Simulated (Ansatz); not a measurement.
# CH₆SSi₂: basis-set convergence

One table from this session's results is given with a row withheld; the runs are named, their logs left out.

Method: one geometry, several basis sets; program: Ansatz 0.2.0, Gaussian basis.

Levels to be run: PBE0-D4/def2-SVP; ωB97M-V/def2-SVP; PBE0-D4/def2-QZVPP; ωB97M-V/def2-QZVPP; the functionals' def2-TZVPP values are taken from earlier runs.

### The relaxed structure

The geometry comes from an earlier relaxation with PBE0-D4 in a triple-zeta def2 set; it is a stationary point, not always the lowest conformer.

SMILES `C1[SiH2][SiH2]S1`, 10 atoms, charge 0, spin multiplicity 1.

Atoms are counted from 1 here; the program's logs count them from 0.

Bond lengths: C1–Si2 1.899 Å, C1–S4 1.842 Å, C1–H5 1.091 Å, C1–H6 1.091 Å, Si2–Si3 2.320 Å, Si2–H7 1.487 Å, Si2–H8 1.490 Å, Si3–S4 2.160 Å, Si3–H9 1.490 Å, Si3–H10 1.487 Å. Angles: Si2–C1–S4 100.0°, Si2–C1–H5 113.5°, Si2–C1–H6 115.1°, S4–C1–H5 109.8°, S4–C1–H6 109.3°, H5–C1–H6 108.8°, C1–Si2–Si3 84.4°, C1–Si2–H7 110.3°, C1–Si2–H8 116.0°, Si3–Si2–H7 111.7°, Si3–Si2–H8 123.6°, H7–Si2–H8 108.7°, Si2–Si3–S4 79.4°, Si2–Si3–H9 118.5°, Si2–Si3–H10 121.5°, S4–Si3–H9 113.8°, S4–Si3–H10 113.2°, H9–Si3–H10 107.8° and more.

Set-up of the first run:

File in.yaml:

```yaml
crystal:
  periodic: [false, false, false]
  atoms:
    - {symbol: C, position_ang: [-0.576707, 1.262134, 0.093251]}
    - {symbol: Si, position_ang: [-0.831310, -0.520086, -0.510280]}
    - {symbol: Si, position_ang: [1.324299, -0.855283, 0.279612]}
    - {symbol: S, position_ang: [0.830541, 1.008261, 1.253902]}
    - {symbol: H, position_ang: [-0.282671, 1.951333, -0.699479]}
    - {symbol: H, position_ang: [-1.419630, 1.691401, 0.636377]}
    - {symbol: H, position_ang: [-1.839852, -1.211985, 0.336059]}
    - {symbol: H, position_ang: [-1.218813, -0.677177, -1.940562]}
    - {symbol: H, position_ang: [2.458209, -0.749715, -0.680601]}
    - {symbol: H, position_ang: [1.639035, -1.950183, 1.234624]}
basis:
  gaussian: {orbitals: def2-SVP}
hamiltonian: {xc: pbe0, dispersion: d4}
output: {orbitals: {seedname: orbitals}}
```

Steps of the session up to this table: PBE0-D4 in def2-SVP; ωB97M-V in def2-SVP; PBE0-D4 in def2-QZVPP; ωB97M-V in def2-QZVPP.

One table of the session follows, with a row left open; its other results are not shown here.

It belongs to the step «Functionals by basis». 

```
functional       basis  HOMO (eV)
   PBE0-D4    def2-SVP      -6.80
   PBE0-D4  def2-TZVPP          ?
   PBE0-D4  def2-QZVPP      -6.90
   ωB97M-V    def2-SVP      -8.90
   ωB97M-V  def2-TZVPP      -9.01
   ωB97M-V  def2-QZVPP      -9.03
```

Estimate the missing values for PBE0-D4, def2-TZVPP.

The run gave: HOMO (eV): -6.88. In the column «HOMO (eV)» it lies between PBE0-D4, def2-QZVPP (-6.90) and PBE0-D4, def2-SVP (-6.80).
